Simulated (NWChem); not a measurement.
**A workflow on the pair GaHCl2···SiH3Cl**

Aim: a single-point energy (singlet GaSiH4Cl3, B3LYP-D3(BJ)/6-31G*), then a single-point energy (singlet GaHCl2, B3LYP-D3(BJ)/6-31G*), then the energy (singlet SiH3Cl, B3LYP-D3(BJ)/6-31G*), then a single-point energy (singlet GaHCl2, B3LYP-D3(BJ)/6-31G*), then the energy (singlet SiH3Cl, B3LYP-D3(BJ)/6-31G*) of Cl3GaH4Si and its partners. 

The calculation is run with NWChem 7.3.0.

**1. The system as given**

GaSiH4Cl3: 9 atoms, total charge 0, spin state singlet. The two molecules were placed rigidly side by side, at 1 times their contact distance; the pair isn't optimised.

Bond lengths: Cl1–Ga2 2.128 Å, Ga2–Cl3 2.128 Å, Si5–Cl6 2.054 Å, Ga2–H4 1.545 Å, Si5–H7 1.481 Å, Si5–H8 1.481 Å, Si5–H9 1.481 Å. Angles: Cl1–Ga2–Cl3 115.1°, Cl1–Ga2–H4 122.4°, Cl3–Ga2–H4 122.4°, Cl6–Si5–H7 108.5°, Cl6–Si5–H8 108.5°, Cl6–Si5–H9 108.5°, H7–Si5–H8 110.4°, H7–Si5–H9 110.4°, H8–Si5–H9 110.4°.

**2. A single-point energy at B3LYP-D3(BJ)/6-31G(d) (spherical functions) (run 1)**

Input file cl3gah4si.nw:

```
start cl3gah4si
memory stack 880 mb heap 220 mb global 1100 mb

geometry noautosym nocenter noautoz
   Cl    -1.954980    -0.084120    -0.558320
   Ga     0.090430     0.158980    -0.024320
   Cl     1.017120    -1.564820     0.810880
   H      0.847420     1.489980    -0.228220
   Si     3.566160    -1.551790    -2.113320
   Cl     5.157160    -2.695080    -2.728610
   H      2.404580    -2.442960    -1.891180
   H      3.261850    -0.561100    -3.170880
   H      3.938530    -0.865740    -0.855040
end

basis "ao basis" spherical bse
   Cl library 6-31G*
   Ga library 6-31G*
   H library 6-31G*
   Si library 6-31G*
end

dft
   xc b3lyp
   disp vdw 4
   grid fine
   convergence energy 1e-08
   iterations 100
   mulliken
   print low
end

task dft energy
```

Run with:

```console
$ nwchem cl3gah4si.nw > cl3gah4si.out
```

Standard output, shortened:

```text
[...]
 d= 0,ls=0.0,diis     1  -3597.1685108526 -4.23D+03  1.55D-02  5.70D-01     4.5
[...]
 d= 0,ls=0.0,diis     8  -3597.2537070503  5.41D-09  4.68D-06  2.18D-07    26.0
         Total DFT energy =    -3597.253707050275
      One electron energy =    -6251.043892082273
           Coulomb energy =     2205.287942259724
    Exchange-Corr. energy =     -182.403686451201
 Nuclear repulsion energy =      630.921266838673
    Dispersion correction =       -0.015337615198
[...]
      Total Density - Mulliken Population Analysis
     ---------------------------------------------
    Atom       Charge   Shell Charges
 -----------   ------   -------------------------------------------------------
    1 Cl  17    17.09   2.00  2.00  5.97  1.42  3.62  0.50  1.57  0.01
    2 Ga  31    30.92   2.00  2.00  6.00  2.00  5.99  1.23  1.45 -0.02  0.04  6.81  2.94  0.48
    3 Cl  17    17.10   2.00  2.00  5.97  1.42  3.62  0.50  1.58  0.01
    4 H    1     0.89   0.47  0.42
    5 Si  14    13.59   2.00  2.00  5.96  1.03  1.90  0.23  0.28  0.20
    6 Cl  17    17.26   2.00  2.00  5.97  1.41  3.65  0.55  1.67  0.02
    7 H    1     1.05   0.51  0.54
    8 H    1     1.06   0.51  0.55
    9 H    1     1.05   0.51  0.54
[...]
```

Run time: 27 s. Hardware: 1 thread of AMD EPYC 9R14 (Zen 4), shared host; peak memory 0.13 GiB.

**3. GaHCl2: a single-point energy at B3LYP-D3(BJ)/6-31G(d) (spherical functions) (run 2)**

Input file cl2gah.nw:

```
start cl2gah
title "Cl2GaH energy"
memory 2200 mb
geometry noautosym nocenter noautoz
   Cl   -1.954980   -0.084120   -0.558320
   Ga    0.090430    0.158980   -0.024320
   Cl    1.017120   -1.564820    0.810880
   H     0.847420    1.489980   -0.228220
end
basis spherical bse
   Cl library 6-31G*
   Ga library 6-31G*
   H library 6-31G*
end
dft
   xc b3lyp
   mult 1
   disp vdw 4
   grid fine
   convergence energy 1e-08
   maxiter 100
   mulliken
   noprint "final vectors analysis"
end
task dft energy
```

Run with:

```console
$ nwchem cl2gah.nw > cl2gah.out
```

Standard output, shortened:

```text
[...]
          Wavefunction type:  closed shell.
          No. of atoms     :     4
          No. of electrons :    66
[...]
          Charge           :     0
          Spin multiplicity:     1
[...]
          AO basis - number of functions:    70
[...]
              XC Information
              --------------
                         B3LYP Method XC Potential
                     Hartree-Fock (Exact) Exchange  0.200
                        Slater Exchange Functional  0.800 local
                    Becke 1988 Exchange Functional  0.720 non-local
              Lee-Yang-Parr Correlation Functional  0.810
                  VWN I RPA Correlation Functional  0.190 local
[...]
 d= 0,ls=0.0,diis     1  -2845.6645006926 -3.17D+03  2.19D-02  3.58D-01     1.7
[...]
 d= 0,ls=0.0,diis     8  -2845.7202957698  2.21D-10  4.79D-06  9.88D-08     9.1
         Total DFT energy =    -2845.720295769849
      One electron energy =    -4593.842063530127
           Coulomb energy =     1559.289767991835
    Exchange-Corr. energy =     -132.045340012832
 Nuclear repulsion energy =      320.883489429788
    Dispersion correction =       -0.006149648513
[...]
      Total Density - Mulliken Population Analysis
     ---------------------------------------------
    Atom       Charge   Shell Charges
 -----------   ------   -------------------------------------------------------
    1 Cl  17    17.09   2.00  2.00  5.97  1.42  3.62  0.50  1.58  0.01
    2 Ga  31    30.92   2.00  2.00  6.00  2.00  5.99  1.23  1.44 -0.01  0.04  6.81  2.94  0.48
    3 Cl  17    17.09   2.00  2.00  5.97  1.42  3.62  0.50  1.58  0.01
    4 H    1     0.89   0.47  0.42
[...]
```

Wall time 9.9 s (1 thread of AMD EPYC 9R14 (Zen 4), shared host); peak memory 0.12 GiB.

**4. SiH3Cl: a single-point energy at B3LYP-D3(BJ)/6-31G(d) (spherical functions) (run 3)**

Input file run.nw:

```
start run
memory 2200 mb
geometry noautosym nocenter noautoz
  Si    3.566160   -1.551790   -2.113320
  Cl    5.157160   -2.695080   -2.728610
  H     2.404580   -2.442960   -1.891180
  H     3.261850   -0.561100   -3.170880
  H     3.938530   -0.865740   -0.855040
end
basis spherical bse
  Si library 6-31G*
  Cl library 6-31G*
  H library 6-31G*
end
dft
  xc b3lyp
  disp vdw 4
  grid fine
  convergence energy 1e-08
  iterations 100
  mulliken
  noprint "final vectors analysis"
end
task dft
```

Run with:

```console
$ nwchem run.nw > run.out
```

Standard output, shortened:

```text
[...]
          Wavefunction type:  closed shell.
          No. of atoms     :     5
          No. of electrons :    34
[...]
          Charge           :     0
          Spin multiplicity:     1
[...]
          AO basis - number of functions:    42
[...]
              XC Information
              --------------
                         B3LYP Method XC Potential
                     Hartree-Fock (Exact) Exchange  0.200
                        Slater Exchange Functional  0.800 local
                    Becke 1988 Exchange Functional  0.720 non-local
              Lee-Yang-Parr Correlation Functional  0.810
                  VWN I RPA Correlation Functional  0.190 local
[...]
 d= 0,ls=0.0,diis     1   -751.5038105071 -8.38D+02  1.68D-02  2.02D-01     0.6
[...]
 d= 0,ls=0.0,diis     8   -751.5314313600 -2.86D-10  1.20D-07  1.94D-11     3.0
         Total DFT energy =     -751.531431360007
      One electron energy =    -1210.241338225778
           Coulomb energy =      422.735353712710
    Exchange-Corr. energy =      -50.357132437157
 Nuclear repulsion energy =       86.337262125186
    Dispersion correction =       -0.005576534967
[...]
      Total Density - Mulliken Population Analysis
     ---------------------------------------------
    Atom       Charge   Shell Charges
 -----------   ------   -------------------------------------------------------
    1 Si  14    13.59   2.00  2.00  5.96  1.03  1.89  0.23  0.29  0.20
    2 Cl  17    17.26   2.00  2.00  5.97  1.41  3.65  0.55  1.67  0.02
    3 H    1     1.05   0.51  0.54
    4 H    1     1.05   0.51  0.54
    5 H    1     1.05   0.51  0.54
[...]
```

It took 3.6 s on 1 thread of AMD EPYC 9R14 (Zen 4), shared host; peak memory 0.12 GiB.

**5. GaHCl2 among ghost functions: a single-point energy at B3LYP-D3(BJ)/6-31G(d) (spherical functions, with ghost functions) (run 4)**

Input file a.nw:

```
START a
TITLE "Cl2GaH"
memory total 2200 mb
charge 0
GEOMETRY units angstroms noautosym nocenter noautoz
  Cl    -1.954980    -0.084120    -0.558320
  Ga     0.090430     0.158980    -0.024320
  Cl     1.017120    -1.564820     0.810880
  H      0.847420     1.489980    -0.228220
  bqSi     3.566160    -1.551790    -2.113320
  bqCl     5.157160    -2.695080    -2.728610
  bqH      2.404580    -2.442960    -1.891180
  bqH      3.261850    -0.561100    -3.170880
  bqH      3.938530    -0.865740    -0.855040
END
BASIS spherical bse
  Cl library 6-31G*
  Ga library 6-31G*
  H library 6-31G*
  bqSi library Si 6-31G*
  bqCl library Cl 6-31G*
  bqH library H 6-31G*
END
DFT
  xc b3lyp
  disp vdw 4
  grid fine
  convergence energy 1e-08
  maxiter 100
  mulliken
  noprint "final vectors analysis"
END
TASK dft energy
```

Run with:

```console
$ nwchem a.nw > a.out
```

Standard output, shortened:

```text
[...]
          Wavefunction type:  closed shell.
          No. of atoms     :     9
          No. of electrons :    66
[...]
          Charge           :     0
          Spin multiplicity:     1
[...]
          AO basis - number of functions:   112
[...]
              XC Information
              --------------
                         B3LYP Method XC Potential
                     Hartree-Fock (Exact) Exchange  0.200
                        Slater Exchange Functional  0.800 local
                    Becke 1988 Exchange Functional  0.720 non-local
              Lee-Yang-Parr Correlation Functional  0.810
                  VWN I RPA Correlation Functional  0.190 local
[...]
 d= 0,ls=0.0,diis     1  -2845.6649042315 -3.17D+03  1.38D-02  3.59D-01     3.8
[...]
 d= 0,ls=0.0,diis     8  -2845.7207903155  3.03D-10  3.05D-06  1.02D-07    23.0
         Total DFT energy =    -2845.720790315489
      One electron energy =    -4593.818145590009
           Coulomb energy =     1559.263893296949
    Exchange-Corr. energy =     -132.043877803705
 Nuclear repulsion energy =      320.883489429788
    Dispersion correction =       -0.006149648513
[...]
      Total Density - Mulliken Population Analysis
     ---------------------------------------------
    Atom       Charge   Shell Charges
 -----------   ------   -------------------------------------------------------
    1 Cl  17    17.09   2.00  2.00  5.97  1.42  3.62  0.50  1.58  0.01
    2 Ga  31    30.91   2.00  2.00  6.00  2.00  5.99  1.23  1.45 -0.02  0.03  6.81  2.94  0.48
    3 Cl  17    17.10   2.00  2.00  5.97  1.42  3.62  0.50  1.58  0.01
    4 H    1     0.90   0.47  0.42
    5 X    0     0.01  -0.00 -0.00  0.00 -0.00 -0.00  0.00  0.01  0.00
    6 X    0    -0.00  -0.00  0.00 -0.00 -0.00  0.00  0.00 -0.00 -0.00
    7 X    0     0.00  -0.00  0.00
    8 X    0     0.00  -0.00  0.00
    9 X    0     0.00  -0.00  0.00
[...]
```

Run time: 24 s. Hardware: 1 thread of AMD EPYC 9R14 (Zen 4), shared host; peak memory 0.13 GiB.

**6. SiH3Cl among ghost functions: the energy at B3LYP-D3(BJ)/6-31G(d) (spherical functions, with ghost functions) (run 5)**

Input file m1.nw:

```
start m1
memory stack 880 mb heap 220 mb global 1100 mb

geometry noautosym nocenter noautoz
Si       3.566160      -1.551790      -2.113320
Cl       5.157160      -2.695080      -2.728610
H        2.404580      -2.442960      -1.891180
H        3.261850      -0.561100      -3.170880
H        3.938530      -0.865740      -0.855040
bqCl    -1.954980    -0.084120    -0.558320
bqGa     0.090430     0.158980    -0.024320
bqCl     1.017120    -1.564820     0.810880
bqH      0.847420     1.489980    -0.228220
end

basis spherical bse
Si library 6-31G*
Cl library 6-31G*
H library 6-31G*
bqCl library Cl 6-31G*
bqGa library Ga 6-31G*
bqH library H 6-31G*
end

dft
xc b3lyp
disp vdw 4
grid fine
convergence energy 1e-08
maxiter 100
mulliken
print low
end

task dft energy
```

Run with:

```console
$ nwchem m1.nw > m1.out
```

Standard output, shortened:

```text
[...]
 d= 0,ls=0.0,diis     1   -751.5043559028 -8.38D+02  6.35D-03  2.03D-01     3.0
[...]
 d= 0,ls=0.0,diis     8   -751.5320062052 -2.90D-10  4.57D-08  1.97D-11    19.7
         Total DFT energy =     -751.532006205249
      One electron energy =    -1210.222160813128
           Coulomb energy =      422.713913169326
    Exchange-Corr. energy =      -50.355444151665
 Nuclear repulsion energy =       86.337262125186
    Dispersion correction =       -0.005576534967
[...]
      Total Density - Mulliken Population Analysis
     ---------------------------------------------
    Atom       Charge   Shell Charges
 -----------   ------   -------------------------------------------------------
    1 Si  14    13.57   2.00  2.00  5.96  1.03  1.90  0.22  0.26  0.20
    2 Cl  17    17.26   2.00  2.00  5.97  1.40  3.65  0.55  1.67  0.02
    3 H    1     1.05   0.51  0.54
    4 H    1     1.05   0.51  0.54
    5 H    1     1.06   0.51  0.54
    6 X    0    -0.00   0.00  0.00 -0.00  0.00  0.00 -0.00 -0.00 -0.00
    7 X    0     0.01  -0.00 -0.00 -0.00 -0.00  0.00 -0.00 -0.00  0.00  0.01 -0.00 -0.00  0.00
    8 X    0     0.00  -0.00 -0.00  0.00 -0.00 -0.00  0.00  0.00  0.00
    9 X    0    -0.00   0.00 -0.00
[...]
```

It took 20 s on 1 thread of AMD EPYC 9R14 (Zen 4), shared host; peak memory 0.13 GiB.

**7. What came out**

| quantity | value |
| --- | --- |
| run 1, B3LYP-D3(BJ)/6-31G*: total energy | -3597.25371 Eh |
| run 1, B3LYP-D3(BJ)/6-31G*: dispersion energy | -40.27 kJ/mol |
| GaHCl2: total energy | -2845.72030 Eh |
| GaHCl2: dipole moment | 1.82 D |
| GaHCl2: dispersion energy | -16.15 kJ/mol |
| SiH3Cl: total energy | -751.53143 Eh |
| SiH3Cl: dipole moment | 1.68 D |
| SiH3Cl: dispersion energy | -14.64 kJ/mol |
| GaHCl2 among ghost functions: total energy | -2845.72079 Eh |
| GaHCl2 among ghost functions: dipole moment | 1.80 D |
| GaHCl2 among ghost functions: dispersion energy | -16.15 kJ/mol |
| SiH3Cl among ghost functions: total energy | -751.53201 Eh |
| SiH3Cl among ghost functions: dispersion energy | -14.64 kJ/mol |
| interaction energy of the rigid parts GaHCl2 and SiH3Cl (parts in their own basis; closest atoms 3.16 Å apart) | -0.054 eV |
| interaction energy of the rigid parts GaHCl2 and SiH3Cl (parts in the whole basis, counterpoise; closest atoms 3.16 Å apart) | -0.025 eV |

What this shows: The interaction energy of the rigid parts GaHCl2 and SiH3Cl (parts in their own basis; closest atoms 3.16 Å apart) is −0.05 eV (−1.2 kcal/mol): the parts attract. Without counterpoise this holds the superposition error of the basis. The interaction energy of the rigid parts GaHCl2 and SiH3Cl (parts in the whole basis, counterpoise; closest atoms 3.16 Å apart) is −0.02 eV (−2.4 kJ/mol): the parts attract. The basis-set superposition error is 2.8 kJ/mol.
